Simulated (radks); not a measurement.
# Sr in [Kr] 5s2: an all-electron calculation

One table from this session's results is given with a row withheld; the runs are named, their logs left out.

The numbers are computed with radks (a radial shooting solver on a logarithmic mesh, Libxc functionals) version 1 (scalar-relativistic Kohn-Sham, r2SCAN, spin-polarised, spherical densities, finite nucleus), except any that are marked as measured or tabulated.

### The system

* element: strontium (Z = 38)
* charge: 0
* electrons: 38
* configuration: [Kr] 5s2
* nuclear rms radius: 4.224 fm

Outer shells as boxes (Hund's rule):

Sr
```
[Kr] core
5s [↑↓]
```

The first run:

Input:

```text
Z 38
configuration [Kr] 5s2 4d0 5p0 6s0 4f0
relativity scalar-relativistic
functional r2scan,r2scan
spin polarised
nucleus finite rms 4.224 fm
c 137.035999084
```

On the command line:

```console
python run_ks.py task.json out
```

This one command runs every case of the session in turn.

One table of the session follows, with a row left open; its other results are not shown here.

It belongs to the step «Radial structure». From the orbitals of this run (lengths in bohr):

```
level     <r>  outermost maximum (interpolated)  90 % within  nodes
   1s       ?                                 ?            ?      ?
   2s  0.1723                             0.145        0.266      1
   2p  0.1504                             0.116        0.245      0
   3s  0.4909                             0.435        0.728      2
   3p  0.4978                             0.430        0.755      1
   3d  0.4983                             0.378        0.807      0
   4s   1.360                              1.19         2.00      3
   4p   1.565                              1.33         2.34      2
   5s   4.405                              3.76         6.51      4
   5p   5.578                              4.79         8.21      3
   4d   3.502                              2.05         6.04      1
```

Estimate the missing values for 1s.

As computed: <r>: 0.03917; outermost maximum (interpolated): 0.0255; 90 % within: 0.0701; nodes: 0. In the column «<r>» it is the lowest.
